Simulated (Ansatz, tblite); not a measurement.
# The cluster W2O6: rung by rung

One table from this session's results is given with a row withheld; the runs are named, their logs left out.

Method: as each input shows; program: Ansatz 0.2.0, Gaussian basis.

Levels to be run: GFN1-xTB, GFN2-xTB, PBE-D4/def2-TZVP, r2SCAN-D4/def2-TZVP, LC-ωPBE/def2-TZVP, BLYP-D4/def2-TZVP, HF/def2-TZVP, PBE+10HF/def2-SVP, PBE+15HF/def2-SVP, PBE+40HF/def2-SVP, PBE-D4/def2-SVP, PBE0-D4/def2-SVP, PBE0-D4/def2-TZVPD, PBE-D4/def2-TZVPD, r2SCAN-D4/def2-TZVPD, CCSD(T)/def2-SVP, MP2/def2-TZVP, RPA/def2-TZVP.

2 further runs of the same task are left out: 2 set aside as unsound or not needed.

## The geometry

The geometry is that of the singlet, from an earlier relaxation (PBE-D4/def2-SVP). At that level it is the lowest of the isomers that a small search found.

8 atoms, charge 0, spin multiplicity 1.

Bond lengths: W1–O3 1.725 Å, W1–O5 1.942 Å, W1–O7 1.725 Å, W1–O8 1.942 Å, W2–O4 1.725 Å, W2–O5 1.942 Å, W2–O6 1.725 Å, W2–O8 1.942 Å. Angles: O3–W1–O5 115.5°, O3–W1–O7 109.7°, O3–W1–O8 115.5°, O5–W1–O7 115.5°, O5–W1–O8 83.0°, O7–W1–O8 115.5°, O4–W2–O5 115.5°, O4–W2–O6 109.7°, O4–W2–O8 115.5°, O5–W2–O6 115.5°, O5–W2–O8 83.0°, O6–W2–O8 115.5°, W1–O5–W2 97.0°, W1–O8–W2 97.0°.

W takes a core potential in the def2 sets. No spin-orbit coupling is included.

PBE0-D4/def2-TZVP was run before; its log isn't repeated, and its numbers join the tables.

Set-up of the first run:

Tight binding, by tblite at 300 K electronic temperature and without a spin-polarisation term:

```python
tblite.interface.Calculator('GFN1-xTB', numbers, positions, charge=0, uhf=0).singlepoint()
```

Tight binding, by tblite at 300 K electronic temperature and without a spin-polarisation term:

```python
tblite.interface.Calculator('GFN2-xTB', numbers, positions, charge=0, uhf=0).singlepoint()
```

start.molden holds the orbitals of an earlier run on this state, given as this run's starting guess.

The input, in.yaml:

```yaml
crystal:
  periodic: [false, false, false]
  atoms:
    - {symbol: W, position_ang: [-1.274253, -0.552912, -0.431788]}
    - {symbol: W, position_ang: [1.274208, 0.552906, 0.431806]}
    - {symbol: O, position_ang: [-2.574662, 0.357887, -1.105658]}
    - {symbol: O, position_ang: [2.574743, -0.357929, 1.105395]}
    - {symbol: O, position_ang: [0.480586, -0.186312, -1.179587]}
    - {symbol: O, position_ang: [1.713466, 2.218660, 0.347775]}
    - {symbol: O, position_ang: [-1.713538, -2.218640, -0.347566]}
    - {symbol: O, position_ang: [-0.480559, 0.186351, 1.179613]}
basis:
  gaussian: {orbitals: def2-TZVP, initial_orbitals: start.molden}
hamiltonian: {xc: pbe, dispersion: d4}
scf: {omitted_lower_state_checks: [starts]}
output: {forces: true, orbitals: {seedname: orbitals}}
```

Command:

```bash
> ansatz run in.yaml --threads 4 --pin off --events-out ev --progress --plain --max-ram 8704MiB
```

Among the steps run: PBE-D4/def2-TZVP; r2SCAN-D4/def2-TZVP; LC-ωPBE/def2-TZVP; BLYP-D4/def2-TZVP; HF/def2-TZVP; PBE+10HF/def2-SVP; PBE+15HF/def2-SVP; PBE+40HF/def2-SVP; PBE-D4/def2-SVP; PBE0-D4/def2-SVP; PBE0-D4/def2-TZVPD; PBE-D4/def2-TZVPD; r2SCAN-D4/def2-TZVPD; CCSD(T)/def2-SVP; MP2/def2-TZVP; RPA/def2-TZVP.

One of the session's tables, all rows but one given; the rest of the session is left out.

| method | binding an atom (eV) |
| --- | --- |
| HF/def2-SVP | ? |
| HF/def2-TZVP | 2.883 |
| BLYP-D4/def2-TZVP | 6.044 |
| MP2/def2-SVP | 5.930 |
| MP2/def2-TZVP | 6.290 |
| CCSD/def2-SVP | 5.044 |
| CCSD(T)/def2-SVP | 5.341 |

**Question.** Estimate the row for HF/def2-SVP.

As computed: binding an atom (eV): 2.692. In the column «binding an atom (eV)» it is the lowest.

Caveats from the session: Free atoms were run apart at each level; binding is atoms less cluster, divided by the number of atoms, without zero-point or spin-orbit terms. The yardstick is in a double-zeta basis, so levels in larger sets aren't compared like for like. CCSD(T)/def2-SVP isn't at the basis-set limit; small misses against it rank nothing.
